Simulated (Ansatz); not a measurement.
RbW under changes of volume

One of the cells (29.925 Å³/atom); the others are scaled copies at fixed shape and fractional positions:

```
Rb W
1.0
     3.54662    0.00000    0.00000
    -1.77331    3.07147    0.00000
     0.00000    0.00000    5.49414
Rb W
1 1
Direct
  0.00000 0.00000 0.50000
  0.66667 0.33333 0.00000
```

The cell was built by a generator and needn't be a form met in nature.

- Program: Ansatz 0.2.0
- Functional: PBE
- Potentials or basis: all-electron LAPW, scalar-relativistic
- Cutoff: 163 eV (chosen from the basis error)
- Basis error allowed: 0.0005 eV/atom
- k mesh: 9 × 9 × 5
- Occupations: fermi-dirac, width 0.05 eV
- Spin: no spin polarisation

```csv
volume (Å³/atom),energy over the lowest point (meV/atom),pressure (GPa)
28.129,0.00,-5.3
28.728,21.00,-5.8
29.326,43.61,-6.2
29.925,67.63,-6.5
30.523,92.83,-6.8
31.122,119.06,-7.1
31.720,?,?
```

What does the run at 31.720 Å³/atom give?

Energy over the lowest point 146.15 meV/atom; pressure -7.3 GPa.

Worked out: A Birch-Murnaghan fit of order 3 (a polynomial in V^(-2/3)) to the other rows has no minimum within the range. It gives 146.10 meV/atom at 31.720 Å³/atom, against the run's 146.15, and -dE/dV = -7.3 GPa, against -7.3.

Energies are extrapolated to zero smearing.

The runs don't all hold the same shells in valence.
